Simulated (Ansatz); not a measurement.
# AlFH4SSi: the cost of one run

The runs use Ansatz 0.2.0, Gaussian basis; the settings change from run to run.

### Step 1. The geometry

The structure was relaxed beforehand with PBE0-D4 in a triple-zeta def2 set.

8 atoms, charge 0, spin multiplicity 1.

Atoms are counted from 1 here; the program's logs count them from 0.

Bond lengths: F1–Al2 1.645 Å, Al2–S3 2.166 Å, Al2–H5 1.568 Å, S3–Si4 2.141 Å, Si4–H6 1.483 Å, Si4–H7 1.483 Å, Si4–H8 1.486 Å. Angles: F1–Al2–S3 115.4°, F1–Al2–H5 119.1°, S3–Al2–H5 125.5°, Al2–S3–Si4 99.7°, S3–Si4–H6 108.9°, S3–Si4–H7 108.9°, S3–Si4–H8 110.5°, H6–Si4–H7 109.4°, H6–Si4–H8 109.5°, H7–Si4–H8 109.5°.

### Step 2. SVWN5/aug-pcseg-2

This run has unrestricted orbitals, atoms shaken by 0.03 Å.

Input file in.yaml:

```yaml
crystal:
  periodic: [false, false, false]
  atoms:
    - {symbol: F, position_ang: [2.949896, 1.676511, 0.470978]}
    - {symbol: Al, position_ang: [1.434860, 1.046058, 0.003034]}
    - {symbol: S, position_ang: [0.757417, -0.751496, 0.959497]}
    - {symbol: Si, position_ang: [-1.092946, -0.888943, 0.048799]}
    - {symbol: H, position_ang: [0.614195, 1.912318, -1.096863]}
    - {symbol: H, position_ang: [-2.137564, -0.965396, 1.084658]}
    - {symbol: H, position_ang: [-1.160253, -2.303756, -0.657247]}
    - {symbol: H, position_ang: [-1.314425, 0.141409, -0.899163]}
basis:
  gaussian: {orbitals: aug-pcseg-2}
magnetization: {spin_polarized: true, initial_magnetization: 0}
hamiltonian: {xc: {name: SVWN5}}
output: {forces: true}
```

Run with:

```sh
> ansatz run in.yaml --threads 2 --pin off --events-out ev --progress --plain --max-ram 4352MiB
```

**Question.** How long does this run take on 2 threads of Arm Neoverse V1, shared host, and how much memory does it need?

About 7 s, with a peak of 0.51 GiB.
